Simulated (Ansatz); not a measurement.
# GdAl2N3: the cost of one run

Computed with Ansatz 0.2.0 (DFT PBE, scalar-relativistic, plane waves, PAW, unless a step's input says otherwise).

## (1) The starting structure

It takes space group P6/mmm (No. 191, hexagonal). Conventional cell: a = 5.195 Å, b = 5.195 Å, c = 3.949 Å, α = 90.00°, β = 90.00°, γ = 120.00°. Gd (site symmetry 6/mmm) is surrounded by 6 Al at 3.00 Å and 12 N at 3.26 Å. Al (site symmetry -6m2) is surrounded by 6 N at 2.48 Å. N (site symmetry mmm) is surrounded by 4 Al at 2.48 Å and 4 Gd at 3.26 Å.

Structure file:

```cif
data_structure
_symmetry_space_group_name_H-M 'P6/mmm'
_symmetry_Int_Tables_number 191
_cell_length_a 5.1953
_cell_length_b 5.1953
_cell_length_c 3.9491
_cell_angle_alpha 90.000
_cell_angle_beta 90.000
_cell_angle_gamma 120.000
_cell_volume 92.31
loop_
_atom_site_label
_atom_site_type_symbol
_atom_site_symmetry_multiplicity
_atom_site_Wyckoff_symbol
_atom_site_fract_x
_atom_site_fract_y
_atom_site_fract_z
_atom_site_occupancy
Gd1 Gd 1 a 0.00000 0.00000 0.00000 1
Al1 Al 2 c 0.66667 0.33333 0.00000 1
N1 N 3 g 0.50000 0.50000 0.50000 1
```

A structure generator made this guess: species swapped into a database cell of EuAl2Ag3 (P6/mmm, No. 191), with Gd on the Eu sites and N on the Ag sites. Its size is a rough estimate.

## (2) A first look at the guess

input.yaml

```yaml
crystal:
  lattice:
    - [5.19534897, 0.0, 0.0]
    - [-2.59767449, 4.49930419, 0.0]
    - [0.0, 0.0, 3.94905962]
  atoms:
    - { symbol: Gd, position: [0.0, 0.0, 0.0], spin: 7.0 }
    - { symbol: Al, position: [0.66666667, 0.33333333, 0.0] }
    - { symbol: Al, position: [0.33333333, 0.66666667, 0.0] }
    - { symbol: "N", position: [0.5, 0.5, 0.5] }
    - { symbol: "N", position: [0.5, 0.0, 0.5] }
    - { symbol: "N", position: [0.0, 0.5, 0.5] }
basis:
  ecutwfc: 420
kpoints:
  mp_grid: { grid: [6, 6, 4] }
hamiltonian:
  xc: pbe
scf:
  occupations: { method: gaussian, width: 0.1 }
  lower_state_search: "off"
output:
  forces: true
  stress: true
  eigenvalues: true
  populations: true
magnetization:
  spin_polarized: true
```

Started as:

```sh
$ ansatz run input.yaml --threads 1 --pin off --max-ram 2560MiB --backend cpu --events-out ev --progress --plain --runs-dir out
```

What time and memory should one allow on 1 thread of Arm Neoverse V1, shared host?

About 19 s, with a peak of 0.4 GiB.
